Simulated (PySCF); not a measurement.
**Fe(OH)₃: sextet, from a trigonal pyramidal start**

Aim: relax Fe(OH)₃ as a sextet from a trigonal pyramidal start, check by its vibrations whether the end is a minimum, and collect its spectrum and constants.

Computed with PySCF 2.14.0. Level: PBE0, basis Fe def2-TZVP, O def2-TZVP, H def2-TZVP, no relativity, density fitting.

### Step 1. The starting structure

7 atoms, charge 0, spin multiplicity 6.

Bond lengths: Fe1–O2 1.790 Å, Fe1–O3 1.790 Å, Fe1–O4 1.790 Å, O2–H5 0.960 Å, O3–H6 0.960 Å, O4–H7 0.960 Å. Angles: O2–Fe1–O3 99.8°, O2–Fe1–O4 99.8°, O3–Fe1–O4 99.8°, Fe1–O2–H5 130.0°, Fe1–O3–H6 130.0°, Fe1–O4–H7 130.0°.

Coordinates in bohr (charge 0 multiplicity 6):
```
Fe    0.0000    0.0000    0.0000
O     2.9867    0.0000    1.5881
O    -1.4933    2.5865    1.5881
O    -1.4933   -2.5865    1.5881
H     4.0162   -1.3897    2.1356
H    -0.8046    4.1731    2.1356
H    -3.2116   -2.7834    2.1356
```

### Step 2. The SCF at the typed geometry

The steps below are one call of a driver around PySCF. For each, scf.py gives the equivalent set-up of the SCF; relaxations use the driver's own optimiser. After this first run the driver tries any further starts and a stability analysis.

The input, scf.py:

```python
from pyscf import gto, scf, dft
mol = gto.M(atom='''
Fe     0.000000     0.000000     0.000000
O      1.580500     0.000000     0.840400
O     -0.790200     1.368700     0.840400
O     -0.790200    -1.368700     0.840400
H      2.125300    -0.735400     1.130100
H     -0.425800     2.208300     1.130100
H     -1.699500    -1.472900     1.130100''',
    basis={'Fe': 'def2-TZVP', 'O': 'def2-TZVP', 'H': 'def2-TZVP'},
    charge=0, spin=5)
mf = dft.UKS(mol, xc='PBE0')
mf.grids.atom_grid = (50, 194)
aux = {'Fe': 'def2-universal-JKFIT', 'O': 'def2-universal-JKFIT', 'H': 'def2-universal-JKFIT'}
mf = mf.density_fit(auxbasis=aux)
mf.conv_tol = 1e-08
mf.diis_space = 10
mf.max_cycle = 60
mf.init_guess = 'minao'
mf.verbose = 4
mf.kernel()
```

Command:

```
$ OMP_NUM_THREADS=8 python axn.py task.json out
```

The program printed:

```text
init E= -1489.64331775921
[... the frontier-level lines of each cycle are left out ...]
cycle= 1 E= -1477.26447051685  delta_E= 12.4  |g|=  4.7  |ddm|= 10.1
cycle= 2 E= -1403.10788802199  delta_E= 74.2  |g|= 16.1  |ddm|= 16.2
cycle= 3 E= -1454.18614552417  delta_E= -51.1  |g|= 11.5  |ddm|= 6.83
cycle= 4 E= -1464.85022145642  delta_E= -10.7  |g|= 9.77  |ddm|= 2.28
cycle= 5 E= -1475.39437706285  delta_E= -10.5  |g|= 7.51  |ddm|=  3.8
cycle= 6 E= -1477.90869441153  delta_E= -2.51  |g|= 6.71  |ddm|= 1.27
cycle= 7 E= -1480.07200249062  delta_E= -2.16  |g|= 6.09  |ddm|= 1.61
cycle= 8 E= -1482.01880142995  delta_E= -1.95  |g|= 5.47  |ddm|=  1.2
cycle= 9 E= -1482.97742138187  delta_E= -0.959  |g|= 5.12  |ddm|= 0.803
cycle= 10 E= -1483.89512314678  delta_E= -0.918  |g|= 4.83  |ddm|= 0.666
cycle= 11 E= -1484.47409947215  delta_E= -0.579  |g|= 4.66  |ddm|= 0.412
cycle= 12 E= -1470.43627980621  delta_E=   14  |g|=  6.7  |ddm|= 14.1
cycle= 13 E= -1488.19449856551  delta_E= -17.8  |g|= 2.87  |ddm|= 14.1
cycle= 14 E= -1490.44440319604  delta_E= -2.25  |g|= 1.09  |ddm|= 1.42
cycle= 15 E= -1490.71717811022  delta_E= -0.273  |g|= 0.644  |ddm|= 0.523
cycle= 16 E= -1490.81050497919  delta_E= -0.0933  |g|= 0.345  |ddm|= 0.364
cycle= 17 E= -1490.84912715997  delta_E= -0.0386  |g|= 0.0563  |ddm|= 0.178
cycle= 18 E= -1490.85033255058  delta_E= -0.00121  |g|= 0.0144  |ddm|= 0.0418
cycle= 19 E= -1490.85043027961  delta_E= -9.77e-05  |g|= 0.00667  |ddm|= 0.0115
cycle= 20 E= -1490.85045909195  delta_E= -2.88e-05  |g|= 0.00232  |ddm|= 0.00616
cycle= 21 E= -1490.85046842017  delta_E= -9.33e-06  |g|= 0.00172  |ddm|= 0.00521
cycle= 22 E= -1490.85047026902  delta_E= -1.85e-06  |g|= 0.000846  |ddm|= 0.00196
cycle= 23 E= -1490.850470613  delta_E= -3.44e-07  |g|= 0.000212  |ddm|= 0.000762
cycle= 24 E= -1490.85047065137  delta_E= -3.84e-08  |g|= 0.000145  |ddm|= 0.000348
cycle= 25 E= -1490.85047065967  delta_E= -8.31e-09  |g|= 4.84e-05  |ddm|= 0.000109
Extra cycle  E= -1490.85047065336  delta_E= 6.32e-09  |g|= 0.000162  |ddm|= 9.22e-05
converged SCF energy = -1490.85047065336  <S^2> = 8.7643961  2S+1 = 6.0047968
```

This step, with its further starts and checks, needed 27 s of wall time on 8 threads of Arm Neoverse V1, shared host.

Energies from each starting density:

| start | energy (Eh) |
| --- | --- |
| the minimal-basis guess | -1490.850471 |
| a thermally smeared density | -1490.850471 |
| a smeared PBE density | -1490.850471 |

No lower solution of this spin turned up from the other starts or in the test of internal stability.

### Step 3. Relaxation: trigonal pyramidal start, sextet

The program finds C3 symmetry in the start, which this walk keeps. Threshold on the gradient: 0.0003 Eh/bohr, with a further test on the energy change.

Changes to scf.py since step 2:

```diff
@@ -3,7 +3,7 @@
-Fe     0.000000     0.000000     0.000000
-O      1.580500     0.000000     0.840400
-O     -0.790200     1.368700     0.840400
-O     -0.790200    -1.368700     0.840400
-H      2.125300    -0.735400     1.130100
-H     -0.425800     2.208300     1.130100
-H     -1.699500    -1.472900     1.130100''',
+Fe    -0.000000    -0.000000    -0.409032
+O      1.580453     0.000000     0.431366
+O     -0.790226     1.368712     0.431368
+O     -0.790226    -1.368712     0.431368
+H      2.125322    -0.735386     0.721066
+H     -0.425797     2.208275     0.721068
+H     -1.699522    -1.472889     0.721069''',
@@ -19 +18,0 @@
-mf.init_guess = 'minao'
```

Energy and gradient, step by step:

| step | energy (Eh) | change (kJ/mol) | largest symmetric gradient (Eh/bohr) |
| --- | --- | --- | --- |
| 0 | -1490.850471 | 0.00 | 0.04922 |
| 1 | -1490.870465 | -52.50 | 0.03883 |
| 2 | -1490.883559 | -86.87 | 0.02473 |
| 3 | -1490.886563 | -94.76 | 0.01631 |
| 4 | -1490.888675 | -100.31 | 0.00676 |
| 5 | -1490.891420 | -107.51 | 0.00714 |
| 6 | -1490.891773 | -108.44 | 0.01571 |
| 7 | -1490.892451 | -110.22 | 0.00249 |
| 8 | -1490.892708 | -110.89 | 0.00109 |
| 9 | -1490.892823 | -111.20 | 0.00301 |
| 10 | -1490.892865 | -111.31 | 0.00101 |
| 11 | -1490.892913 | -111.43 | 0.00112 |
| 12 | -1490.892972 | -111.59 | 0.00092 |
| 13 | -1490.892994 | -111.64 | 0.00035 |
| 14 | -1490.892995 | -111.65 | 0.00042 |
| 15 | -1490.892996 | -111.65 | 0.00003 |

The walk took 50 s.

It settles in C3h symmetry, 111.7 kJ/mol below the start, after 15 steps: Fe–O 1.794 Å (×3), O–H 0.959 Å (×3); Fe–O–H 123.0° (×3), O–Fe–O 120.0° (×3).

### Step 4. Hessian and properties

The point is checked on the finer grid, and tightened if its gradient asks for it. The Hessian and the dipole derivatives come from central differences of analytic gradients, with steps of 0.02 bohr.

Changes to scf.py since step 3:

```diff
@@ -3,7 +3,7 @@
-Fe    -0.000000    -0.000000    -0.409032
-O      1.580453     0.000000     0.431366
-O     -0.790226     1.368712     0.431368
-O     -0.790226    -1.368712     0.431368
-H      2.125322    -0.735386     0.721066
-H     -0.425797     2.208275     0.721068
-H     -1.699522    -1.472889     0.721069''',
+Fe     0.000000    -0.000000    -0.000000
+O      1.794541     0.000720    -0.000002
+O     -0.897894     1.553758     0.000001
+O     -0.896647    -1.554478     0.000001
+H      2.317909    -0.803083    -0.000002
+H     -0.463464     2.408909     0.000000
+H     -1.854444    -1.605826     0.000002''',
@@ -13 +13 @@
-mf.grids.atom_grid = (50, 194)
+mf.grids.atom_grid = (75, 302)
@@ -16 +16 @@
-mf.conv_tol = 1e-08
+mf.conv_tol = 1e-10
```

This SCF starts from the last density.

Log of the central SCF (cycles and frontier levels):

```text
init E= -1490.89291180482
[... the frontier-level lines of each cycle are left out ...]
cycle= 1 E= -1490.89291180473  delta_E= 9.12e-11  |g|= 1.88e-05  |ddm|= 1.01e-05
cycle= 2 E= -1490.89291180386  delta_E= 8.68e-10  |g|= 5.91e-05  |ddm|= 3.05e-05
cycle= 3 E= -1490.89291180482  delta_E= -9.59e-10  |g|= 3.45e-06  |ddm|= 2.31e-05
cycle= 4 E= -1490.89291180483  delta_E= -8.64e-12  |g|= 1.07e-07  |ddm|= 1.65e-06
Extra cycle  E= -1490.89291180483  delta_E= -4.55e-13  |g|= 2.84e-07  |ddm|= 2e-07
converged SCF energy = -1490.89291180483  <S^2> = 8.7616088  2S+1 = 6.0038684
```

The whole step took 77 s.

Geometry: C3h; Fe–O 1.795 Å (×3), O–H 0.959 Å (×3); Fe–O–H 123.0° (×3), O–Fe–O 120.0° (×3).

Harmonic modes (main isotopes):

```
symmetry  ω (cm⁻¹)  IR (km/mol)
     a''       136          4.2
      e'       139         23.5
     e''       373          0.0
     a''       383          390
      a'       592          0.0
      e'       596          450
      a'       658          0.0
      e'       736          240
      e'      3904          339
      a'      3908          0.0
```

All wavenumbers are real: a minimum.

Constants and moments:

```
Dipole moment                                                   : 0.00 D
Highest occupied level                                          : -8.39 eV
Lowest empty level                                              : -3.36 eV
Rotational constants                                            : 0.1952, 0.1952, 0.0976 cm⁻¹
Zero-point energy                                               : 102.7 kJ/mol
Principal polarisabilities                                      : 24.5, 50.4, 50.4 bohr³
Atomisation energy without zero-point energy                    : 2359 kJ/mol
Principal traceless quadrupole moments about the centre of mass : -0.22, -0.22, 0.44 D Å
Entropy at 298.15 K and 1 bar (electronic part: spin only)      : 338.1 J/(mol K)
Heat capacity Cp at 298.15 K                                    : 99.7 J/(mol K)
Enthalpy at 298.15 K above 0 K                                  : 19.92 kJ/mol
Rotational symmetry number                                      : 3
Spin squared ⟨S²⟩                                               : 8.762
```

Populations by atom (charges in e):

```csv
atom,Mulliken,Löwdin,polar tensor,spin (Mulliken),Mayer order to Fe1
Fe1,1.17,0.56,1.67,4.20,–
"O2,3,4",-0.72,-0.35,-0.85,0.26,0.98
"H5,6,7",0.33,0.16,0.29,0.01,0.02
```

Outer orbital energies (eV). α occupied: -11.87, -11.87, -9.74, -9.71, -8.73, -8.73, -8.39, -8.39; empty: -0.35, 1.69, 1.69, 2.41. β occupied: -13.49, -13.49, -9.67, -9.67, -9.31, -9.15, -9.15, -8.78; empty: -3.36, -2.83, -2.83, -1.79.

Mulliken populations on Fe1: s 6.35, p 12.40, d 6.07, f 0.00.

### Step 5. What came out

| quantity | value |
| --- | --- |
| minimum | sextet, C3h |
| geometry | Fe–O 1.795 Å (×3), O–H 0.959 Å (×3); Fe–O–H 123.0° (×3), O–Fe–O 120.0° (×3) |
| wavenumbers (cm⁻¹) | 136 (a''), 139 (e'), 373 (e''), 383 (a''), 592 (a'), 596 (e'), 658 (a'), 736 (e'), 3904 (e'), 3908 (a') |
| dipole moment | 0.00 D |
| highest occupied, lowest empty level (either spin) | -8.39, -3.36 eV |
| polar-tensor charge of Fe1 | +1.67 e |
| zero-point energy | 102.7 kJ/mol |
| entropy at 298.15 K | 338.1 J/(mol K) |
| atomisation energy (no zero-point energy) | 2359 kJ/mol |
| ⟨S²⟩ | 8.762 |

In words: From C3 at the start the molecule goes to a C3h minimum. The strongest infrared band lies at 596 cm⁻¹ (e'). The dipole vanishes although Fe1 carries +1.7 e by the polar tensor: the bond dipoles cancel. Most of the spin sits on Fe1 (Mulliken spin 4.20, against 5 for the whole molecule). Other starts or spin states, not run here, may lie lower. One determinant may miss the lowest occupation of an open d or f shell.

The search up to here took 2.6 min.
